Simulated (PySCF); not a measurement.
# [Lu(BH4)4]−: other functionals and bases at one geometry

One table from this session's results is given with a row withheld; the runs are named, their logs left out.

Computed with PySCF 2.14.0. Level: several levels, as the steps say, no spin–orbit coupling.

1 further run of the same task is left out (for a known fault of the program). Runs told in other sessions of the task aren't counted.

## The starting structure

21 atoms, charge -1, spin multiplicity 1.

Bond lengths: Lu1–B2 2.466 Å, Lu1–H4 2.325 Å, Lu1–H5 2.307 Å, Lu1–H6 2.307 Å, Lu1–B7 2.466 Å, Lu1–H9 2.325 Å, Lu1–H10 2.307 Å, Lu1–H11 2.307 Å, Lu1–B12 2.451 Å, Lu1–H14 2.287 Å, Lu1–H15 2.299 Å, Lu1–H16 2.299 Å, Lu1–B17 2.451 Å, Lu1–H19 2.287 Å, Lu1–H20 2.299 Å, Lu1–H21 2.299 Å, B2–H3 1.215 Å, B2–H4 1.242 Å and more. Angles: B2–Lu1–H4 29.9°, B2–Lu1–H5 29.9°, B2–Lu1–H6 29.9°, B2–Lu1–B7 114.2°, B2–Lu1–H9 84.4°, B2–Lu1–H10 125.6°, B2–Lu1–H11 125.6°, B2–Lu1–B12 108.8°, B2–Lu1–H14 93.4°, B2–Lu1–H15 139.0°, B2–Lu1–H16 91.3°, B2–Lu1–B17 108.8°, B2–Lu1–H19 93.4°, B2–Lu1–H20 91.3°, B2–Lu1–H21 139.0°, H4–Lu1–H5 51.1°, H4–Lu1–H6 51.1°, H4–Lu1–B7 84.4° and more.

As a file:

| atom | x (Å) | y (Å) | z (Å) |
| --- | --- | --- | --- |
| Lu1 | 0.0000 | 0.0000 | 0.0537 |
| B2 | 1.4643 | 1.4643 | 1.3924 |
| H3 | 2.1896 | 2.1896 | 2.0432 |
| H4 | 0.7529 | 0.7529 | 2.1202 |
| H5 | 2.1132 | 0.6997 | 0.6591 |
| H6 | 0.6997 | 2.1132 | 0.6591 |
| B7 | -1.4643 | -1.4643 | 1.3924 |
| H8 | -2.1896 | -2.1896 | 2.0432 |
| H9 | -0.7529 | -0.7529 | 2.1202 |
| H10 | -2.1132 | -0.6997 | 0.6591 |
| H11 | -0.6997 | -2.1132 | 0.6591 |
| B12 | 1.3927 | -1.3927 | -1.4046 |
| H13 | 2.0863 | -2.0863 | -2.1195 |
| H14 | 1.6080 | -1.6080 | -0.1928 |
| H15 | 0.1781 | -1.5948 | -1.5920 |
| H16 | 1.5948 | -0.1781 | -1.5920 |
| B17 | -1.3927 | 1.3927 | -1.4046 |
| H18 | -2.0863 | 2.0863 | -2.1195 |
| H19 | -1.6081 | 1.6081 | -0.1928 |
| H20 | -0.1781 | 1.5948 | -1.5920 |
| H21 | -1.5948 | 0.1781 | -1.5920 |

Formal oxidation states: Lu +3. Each metal's 14 4f electrons lie in its core potential, so multiplicities, spins and levels count the valence alone. An earlier session relaxed this geometry at PBE0, Lu lcecp-1-SVP with ECP60, B def2-SVP, H def2-SVP (singlet, point group C2v). Its vibrations showed it to be a saddle point, relaxed within its symmetry.

At PBE0 on the finer grid: E = -148.908231 Eh, HOMO -4.90 eV, LUMO 3.77 eV, Mulliken charge on Lu1 +0.13 e, largest force component 0.012 eV/Å. 

Levels to run: B3LYP; TPSS; PBE0, TZVP. Hardware: 4 threads of Intel Xeon Platinum 8488C (Sapphire Rapids), shared host.

Set-up of the first run:

File run.py (the lines that set the calculation):

```python
mol = gto.M(atom='''
Lu     0.00000     0.00000     0.05369
B      1.46432     1.46432     1.39243
H      2.18961     2.18960     2.04316
H      0.75289     0.75289     2.12018
H      2.11321     0.69967     0.65908
H      0.69967     2.11321     0.65908
B     -1.46432    -1.46432     1.39243
H     -2.18960    -2.18961     2.04316
H     -0.75289    -0.75289     2.12018
H     -2.11321    -0.69967     0.65908
H     -0.69967    -2.11321     0.65908
B      1.39275    -1.39275    -1.40458
H      2.08635    -2.08635    -2.11952
H      1.60805    -1.60805    -0.19280
H      0.17807    -1.59479    -1.59199
H      1.59479    -0.17807    -1.59199
B     -1.39275     1.39275    -1.40458
H     -2.08635     2.08635    -2.11952
H     -1.60807     1.60807    -0.19280
H     -0.17807     1.59479    -1.59198
H     -1.59479     0.17807    -1.59198''',
    basis={'Lu': 'lcecp-1-SVP', 'B': 'def2-SVP', 'H': 'def2-SVP'},
    ecp={'Lu': 'lcecp-1-SVP'},
    charge=-1, spin=0)
mf = dft.RKS(mol, xc='B3LYP')
mf.grids.atom_grid = (75, 302)  # f atoms: unpruned, at least (60, 302)
mf = mf.density_fit()  # fitting sets: Lu AutoAux, B def2-universal-JKFIT, H def2-universal-JKFIT
mf.conv_tol = 1e-08; mf.max_cycle = 55
mf.kernel(dm0)  # dm0: the density of the relaxed state
```

The run is started by

```sh
OMP_NUM_THREADS=4 python run.py
```

Among the steps run: B3LYP; TPSS; PBE0, TZVP.

One of the session's tables, all rows but one given; the rest of the session is left out.

```
              level  HOMO (eV)  gap (eV)  charge on Lu1 (e)  largest force component (eV/Å)
PBE0 (relaxed here)      -4.90      8.67               0.13                            0.01
              B3LYP      -4.67      8.26              -0.19                            0.11
               TPSS          ?         ?                  ?                               ?
         PBE0, TZVP      -4.95      8.37               0.85                            0.17
```

**Question.** Estimate the row for TPSS.

As computed: HOMO (eV): -3.83; gap (eV): 6.99; charge on Lu1 (e): 0.04; largest force component (eV/Å): 0.11. In the column «HOMO (eV)» it is the highest.

In one basis the HOMO–LUMO gap runs from 6.99 eV (TPSS) to 8.67 eV (PBE0). The largest leftover force, 0.17 eV/Å with PBE0, TZVP, stands at a geometry relaxed at another level. With 4f in the core, its levels are missing from HOMO and gap, and its count is fixed, so no charge can pass from the ligands into it. Total energies of different levels can't be compared.
